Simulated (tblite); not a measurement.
# C3H11ClOSi2: the cost of one run

The runs use tblite 0.8.0 and PySCF 2.14.0, with density-fitted response routines of our own; the level of theory stands in each step. All values are computed, except where a source is named. Atoms count from 0, in the outputs and in this text.

## Step 1: The starting structure

18 atoms, charge 0, multiplicity 1; geometry from: force field or distance geometry start.

Bonds of the start (Å): C0–O1 1.37, O1–Si2 1.71, Si2–C3 1.87, Si2–Si4 2.24, Si4–C5 1.86, C5–Cl6 1.78, C0–H7 1.10, C0–H8 1.10, C0–H9 1.13, Si2–H10 1.46, C3–H11 1.11, C3–H12 1.09, C3–H13 1.12, Si4–H14 1.46, Si4–H15 1.46, C5–H16 1.12, C5–H17 1.10.

## Step 2: Geometry optimisation with GFN2-xTB

What the job is given:

```
{"job": {"kind": "relax", "xc": "GFN2-xTB", "basis": "xTB"}, "charge": 0, "multiplicity": 1}
C     -1.602800     1.949200    -0.788900
O     -1.133500     1.110700     0.181300
Si    -0.382800    -0.309100    -0.408000
C     -1.576100    -1.749300    -0.373600
Si     1.257800    -0.823100     1.026900
C      2.591500     0.471900     0.927800
Cl     3.470000     0.225900    -0.597400
H     -2.043600     1.442900    -1.654700
H     -0.850800     2.671900    -1.148600
H     -2.439900     2.540600    -0.309000
H      0.186100    -0.147500    -1.742600
H     -1.000300    -2.699700    -0.432300
H     -2.327000    -1.726500    -1.161800
H     -2.063100    -1.710200     0.636600
H      0.637000    -0.899800     2.344300
H      1.791300    -2.139500     0.668200
H      3.295300     0.314700     1.787700
H      2.182300     1.483200     1.032500
```

Started as:

```
$ OMP_NUM_THREADS=1 python probes_run.py task.json out
```

One launch serves the whole session: the jobs run in the order shown.

**Question.** How long does this first job take on 1 thread of Arm Neoverse V1, shared host, and how much memory does it need?

About 1.4 s, with a peak of 0.18 GiB.
